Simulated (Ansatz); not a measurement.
**CH₆AlNSi: one species, many methods**

One table from this session's results is given with a row withheld; the runs are named, their logs left out.

The runs use Ansatz 0.2.0, Gaussian basis; functionals in def2-TZVPP, the program's frozen cores in correlated methods.

The runs, in order: LDA (SPW92), PBE-D4, revPBE-D4, BLYP-D4, r2SCAN-D4, B97M-V, PBE0-D4, B3LYP-D4, r2SCANh-D4, r2SCAN0-D4, HSE06-D4, BHLYP-D4, CAM-B3LYP-D4, LC-ωPBE, ωB97X-V, ωB97M-V, B2PLYP, PBE-QIDH; CCSD(T)/def2-SVP; CCSD(T)/def2-TZVPP; MP2/def2-QZVPP; extrapolation to the limit; RPA on PBE.

### Structure used throughout

An earlier PBE0-D4 in a triple-zeta def2 set relaxation fixed the geometry.

SMILES `[AlH2][N]1C[SiH2]1`, 10 atoms, charge 0, spin multiplicity 1.

Atoms are counted from 1 here; the program's logs count them from 0.

Bond lengths: Al1–N2 1.764 Å, Al1–H5 1.584 Å, Al1–H6 1.585 Å, N2–C3 1.493 Å, N2–Si4 1.711 Å, C3–Si4 1.826 Å, C3–H7 1.089 Å, C3–H8 1.089 Å, Si4–H9 1.480 Å, Si4–H10 1.480 Å. Angles: N2–Al1–H5 117.0°, N2–Al1–H6 119.1°, H5–Al1–H6 123.9°, Al1–N2–C3 137.4°, Al1–N2–Si4 153.5°, C3–N2–Si4 69.1°, N2–C3–Si4 61.1°, N2–C3–H7 115.6°, N2–C3–H8 115.6°, Si4–C3–H7 120.8°, Si4–C3–H8 120.8°, H7–C3–H8 112.8°, N2–Si4–C3 49.8°, N2–Si4–H9 118.8°, N2–Si4–H10 118.8°, C3–Si4–H9 121.4°, C3–Si4–H10 121.4°, H9–Si4–H10 112.7°.

Set-up of the first run:

File in.yaml:

```yaml
crystal:
  periodic: [false, false, false]
  atoms:
    - {symbol: Al, position_ang: [-0.211763, 1.961451, 0.163836]}
    - {symbol: N, position_ang: [-0.004050, 0.219859, -0.027365]}
    - {symbol: C, position_ang: [-0.123911, -1.001756, 0.822939]}
    - {symbol: Si, position_ang: [0.364006, -1.188254, -0.927243]}
    - {symbol: H, position_ang: [0.051352, 2.862236, -1.111772]}
    - {symbol: H, position_ang: [-0.644219, 2.535351, 1.576132]}
    - {symbol: H, position_ang: [0.612861, -1.094755, 1.619329]}
    - {symbol: H, position_ang: [-1.132434, -1.250664, 1.149492]}
    - {symbol: H, position_ang: [-0.599562, -1.653236, -1.950365]}
    - {symbol: H, position_ang: [1.770820, -1.441533, -1.312183]}
basis:
  gaussian: {orbitals: def2-TZVPP}
hamiltonian: {xc: lda}
output: {orbitals: {seedname: orbitals}}
```

Among the steps run: LDA; PBE-D4 (GGA); revPBE-D4 (GGA); BLYP-D4 (GGA); r2SCAN-D4 (meta-GGA); B97M-V (meta-GGA); PBE0-D4 (hybrid); B3LYP-D4 (hybrid); r2SCANh-D4 (hybrid); r2SCAN0-D4 (hybrid); HSE06-D4 (hybrid); BHLYP-D4 (hybrid); CAM-B3LYP-D4 (range-separated); LC-ωPBE (range-separated); ωB97X-V (range-separated); ωB97M-V (range-separated); B2PLYP (double hybrid); PBE-QIDH (double hybrid).

One of the session's tables, all rows but one given; the rest of the session is left out.

It belongs to the step «Orbital energies across the functionals». 

| functional | HOMO (eV) | gap (eV) |
| --- | --- | --- |
| LDA (SPW92) | ? | ? |
| PBE-D4 | -6.01 | 4.34 |
| revPBE-D4 | -5.95 | 4.38 |
| BLYP-D4 | -5.86 | 4.32 |
| r2SCAN-D4 | -6.23 | 4.93 |
| B97M-V | -6.36 | 4.78 |
| PBE0-D4 | -7.24 | 6.35 |
| B3LYP-D4 | -7.00 | 5.92 |
| r2SCANh-D4 | -6.70 | 5.65 |
| r2SCAN0-D4 | -7.41 | 6.74 |
| HSE06-D4 | -6.84 | 5.58 |
| BHLYP-D4 | -8.38 | 8.27 |
| CAM-B3LYP-D4 | -8.57 | 8.61 |
| LC-ωPBE | -9.95 | 11.05 |
| ωB97X-V | -9.60 | 10.58 |
| ωB97M-V | -9.52 | 10.21 |

**Question.** Estimate the row for LDA (SPW92).

The run gave: HOMO (eV): -6.14; gap (eV): 4.28. In the column «HOMO (eV)» it lies between r2SCAN-D4 (-6.23) and PBE-D4 (-6.01).
